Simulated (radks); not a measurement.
**Bi³⁺ in [Kr] 4d10 4f14 5s2 5p5.75 5d10 6s2 6d0.25: an all-electron calculation**

Wanted: eigenvalues, radial structure and energy terms of the bismuth ion Bi3+.

Method: non-relativistic Kohn-Sham, PBE, spin-polarised, spherical densities, point nucleus; open shells are filled with parallel spins first. Code: radks (a radial shooting solver on a logarithmic mesh, Libxc functionals) version 1.

## (1) The atom as given

```
element       : bismuth (Z = 83)
charge        : +3
electrons     : 80
configuration : [Kr] 4d10 4f14 5s2 5p5.75 5d10 6s2 6d0.25
```

## (2) Self-consistent calculation

Input:

```text
Z 83
configuration [Kr] 4d10 4f14 5s2 5p5.75 5d10 6s2 6d0.25
relativity non-relativistic
functional pbe,pbe
spin polarised
nucleus point
```

Q: Predict the outcome of this run.

As calculated:

| quantity | value |
| --- | --- |
| total energy | -20096.6288 hartree |
| exchange-correlation share of it | 1.84 % |
| −T/E | 0.9998 |
| highest occupied level | 6d up, -16.641 eV |
| most extended occupied level | 6d up, <r> = 3.49 bohr |
| radius at density 0.001 e/bohr³ | 3.84 bohr |
| maxima of the radial density | 4 |

What this shows: 6 principal shells are occupied and 4 maxima appear in the radial density; where shells overlap, one shows as a shoulder or not at all. −T/E = 0.9998, near the virial value of 1. This is not the tabulated ground configuration, so its levels and sizes aren't those of the ground state, and no measured value stands beside it.
